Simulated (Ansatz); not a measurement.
Geometry optimisation, DFT PBE, scalar-relativistic, plane waves, PAW (Ansatz).

Input:

```yaml
crystal:
  lattice:
    - [0.0, 5.43, 5.43]
    - [5.43, 0.0, 5.43]
    - [5.43, 5.43, 0.0]
  atoms:
    - { symbol: Si, position: [0.0, 0.0, 0.0] }
    - { symbol: Si, position: [0.125, 0.125, 0.125] }
    - { symbol: Si, position: [0.0, 0.0, 0.5] }
    - { symbol: Si, position: [0.125, 0.125, 0.625] }
    - { symbol: Si, position: [0.0, 0.5, 0.0] }
    - { symbol: Si, position: [0.125, 0.625, 0.125] }
    - { symbol: Si, position: [0.0, 0.5, 0.5] }
    - { symbol: Si, position: [0.125, 0.625, 0.625] }
    - { symbol: Si, position: [0.5, 0.0, 0.0] }
    - { symbol: Si, position: [0.625, 0.125, 0.125] }
    - { symbol: Si, position: [0.5, 0.0, 0.5] }
    - { symbol: Si, position: [0.625, 0.125, 0.625] }
    - { symbol: Si, position: [0.5, 0.5, 0.0] }
    - { symbol: Si, position: [0.625, 0.625, 0.125] }
    - { symbol: Si, position: [0.5, 0.5, 0.5] }
    - { symbol: Si, position: [0.625, 0.625, 0.625] }
    - { symbol: B, position: [0.8784691, 0.8710133, 0.380462], spin: 1.0 }
magnetization:
  spin_polarized: true
basis:
  ecutwfc: 420.0
kpoints:
  mp_grid: { grid: [2, 2, 2] }
hamiltonian:
  xc: pbe
  pseudopotentials: { kind: paw, azcp: { folder: soft_1 } }
scf:
  occupations: { method: fermi_dirac, width: 0.05 }
  lower_state_search: "off"
relax:
  f_tol: 0.08
  max_steps: 25
  adjacent_minimum: "off"
```

Launched with:

```bash
$ ansatz run input.yaml --threads 1 --pin off --max-ram 3072MiB --backend cpu --events-out ev --progress --plain --runs-dir out
```

**Question.** Where does it end, and by what steps?

**Answer.** The run converged. The force dipped under the threshold on the way, but the program's further checks kept it going. Limits of this set-up: coarse k mesh, a small cell, in which the defect meets its images. After 12 steps the energy has fallen by 0.141 eV; B17 moved furthest, 0.48 Å. Joined: Si8–B17 (2.67 → 2.24 Å).

```tsv
step	energy less start (eV)	largest force component (eV/Å)	accepted
0	0.0000	0.343	yes
1	-0.0564	0.153	yes
2	-0.0724	0.029	yes
3	-0.0728	0.020	yes
4	-0.0731	0.021	yes
5	-0.0739	0.030	yes
6	-0.0756	0.051	yes
7	-0.0805	0.096	yes
8	-0.0975	0.156	yes
9	-0.1206	0.244	yes
10	-0.1371	0.172	yes
11	-0.1409	0.042	yes
12	-0.1409	0.042	yes
```

```xyz
17
Lattice="0.0000 5.4300 5.4300 5.4300 0.0000 5.4300 5.4300 5.4300 0.0000" Properties=species:S:1:pos:R:3
Si 0.004 0.007 -0.004
Si 1.341 1.316 1.393
Si 2.720 2.638 0.038
Si 4.046 4.129 1.389
Si 2.729 -0.044 2.701
Si 4.038 1.316 4.088
Si 5.397 2.635 2.712
Si 6.806 4.055 4.055
Si 0.005 2.695 2.731
Si 1.334 4.051 4.096
Si 2.644 5.472 2.784
Si 4.101 6.765 4.080
Si 2.699 2.694 5.423
Si 4.073 4.017 6.786
Si 5.427 5.372 5.430
Si 6.779 6.764 6.754
B 6.954 7.256 9.344
```

Whether the end is a true minimum wasn't checked by a vibrational analysis.

The run took 2.7 min on 1 thread of Arm Neoverse V2, with other jobs on the host, peak memory 0.65 GiB.
